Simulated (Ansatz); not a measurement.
**SVWN5/def2-TZVPPD run of BCl (SMILES [B]Cl)**

What is the electronic atomisation energy of BCl at SVWN5/def2-TZVPPD? 

The results are computed with Ansatz 0.2.0.

40 further runs of the same task are left out: 40 set aside as unsound or not needed.

### 1 The molecule

BCl: 2 atoms, total charge 0, spin state singlet. As SMILES, `[B]Cl`. Geometry: relaxed at PBE0-D4/def2-TZVP.

Bond lengths: B1–Cl2 1.718 Å.

### 2 The energy at SVWN5/def2-TZVPPD

The input, run.yaml:

```yaml
crystal:
  periodic: [false, false, false]
  atoms:
    - symbol: B
      position_ang: [-0.000000, -0.000000, -0.069660]
    - symbol: Cl
      position_ang: [0.000000, 0.000000, 1.648190]
basis:
  gaussian:
    orbitals: def2-TZVPPD.json
hamiltonian:
  xc: {name: SVWN5}
accuracy: high
output:
  orbitals: {seedname: orbitals}
```

The basis set def2-TZVPPD is read from a file made from the Basis Set Exchange's data (not shown).

Command:

```
ansatz run run.yaml --threads 1 --pin off --max-ram 3480MiB --events-out events.jsonl --progress --plain --runs-dir runs
```

What it wrote:

```text
Warning: RAYON_NUM_THREADS=1 ignored (pool sized by the plan → 1); use --threads N
Functional definition: SVWN5
  name "SVWN5"
  exchange = slater_x
  correlation = vwn5_c
1174 factors; integrals over basis functions are off by at most 3.0e-9 eV
mean field evaluation 1: about -13148.4568 eV, gradient 1.8e1 eV
mean field evaluation 2: about -13146.5854 eV, gradient 3.1e1 eV
mean field evaluation 4: about -13149.4416 eV, gradient 1.1e0 eV
mean field evaluation 8: about -13149.4432 eV, gradient 5.9e-3 eV
mean field evaluation 16: about -13149.4432 eV, gradient 4.7e-7 eV
mean field -13149.44324387 eV, -483.2331261996 hartree, gradient 1.3e-8 eV, S^2 0.000000; 0 other end points of the search recorded, 0 dependent functions left out
reference -13149.44324725 eV, -483.2331263237 hartree; 11, 11 occupied and 77, 77 virtual orbitals, 1174 factors
Total energy: -13149.44324725 eV, -483.2331263237 hartree
```

It took 1.8 s on 1 thread of Arm Neoverse V1, shared host; peak memory 0.14 GiB.

### 3 The B atom, same level

The input, molecule.yaml:

```yaml
crystal:
  periodic: [false, false, false]
  atoms:
    - {symbol: B, position_ang: [0.000000, 0.000000, 0.000000]}
basis:
  gaussian:
    orbitals: def2-TZVPPD.json
magnetization:
  spin_polarized: true
  initial_magnetization: 1
hamiltonian:
  xc: {name: SVWN5}
accuracy: high
```

The basis set def2-TZVPPD is read from a file made from the Basis Set Exchange's data (not shown).

Run the same way, it converges to -24.35398 Eh (log not shown).

### 4 The Cl atom

molecule.yaml, as its differences from that of step 3:

```diff
@@ -3,3 +3,3 @@
   atoms:
-    - {symbol: B, position_ang: [0.000000, 0.000000, 0.000000]}
+    - {symbol: Cl, position_ang: [0.000000, 0.000000, 0.000000]}
 basis:
```

The basis set def2-TZVPPD is read from a file made from the Basis Set Exchange's data (not shown).

Command:

```
ansatz run molecule.yaml --threads 1 --pin off --max-ram 3480MiB --events-out events.jsonl --progress --plain --runs-dir runs
```

What it wrote:

```text
Warning: RAYON_NUM_THREADS=1 ignored (pool sized by the plan → 1); use --threads N
[... 4 set-up lines as earlier in the session ...]
487 factors; integrals over basis functions are off by at most 2.9e-9 eV
mean field evaluation 1: about -12480.4047 eV, gradient 5.1e0 eV
mean field evaluation 2: about -12480.2323 eV, gradient 8.2e0 eV
mean field evaluation 4: about -12480.4198 eV, gradient 4.8e0 eV
mean field evaluation 8: about -12480.4482 eV, gradient 4.1e0 eV
mean field evaluation 16: about -12480.5217 eV, gradient 2.3e-8 eV
mean field evaluation 32: about -12480.5217 eV, gradient 2.5e-4 eV
mean field -12480.52174573 eV, -458.6507145541 hartree, gradient 2.3e-8 eV, S^2 0.751521; 2 other end points of the search recorded, 0 dependent functions left out
reference -12480.52174940 eV, -458.6507146891 hartree; 9, 8 occupied and 42, 43 virtual orbitals, 487 factors
Total energy: -12480.52174940 eV, -458.6507146891 hartree
```

Wall time 1.3 s (1 thread of Arm Neoverse V1, shared host).

### 5 Results

At SVWN5/def2-TZVPPD:

| quantity | value |
| --- | --- |
| molecule: total energy | -483.23313 Eh |
| molecule: HOMO energy | -6.31 eV |
| molecule: LUMO energy | -3.17 eV |
| molecule: HOMO–LUMO gap | 3.15 eV |
| B atom: total energy | -24.35398 Eh |
| B atom: ⟨S²⟩ | 0.752 |
| Cl atom: total energy | -458.65071 Eh |
| Cl atom: ⟨S²⟩ | 0.752 |
| electronic atomisation energy | 6.216 eV |

Taking the molecule apart into free atoms costs 6.22 eV (143 kcal/mol), before zero-point energy and without spin-orbit coupling.
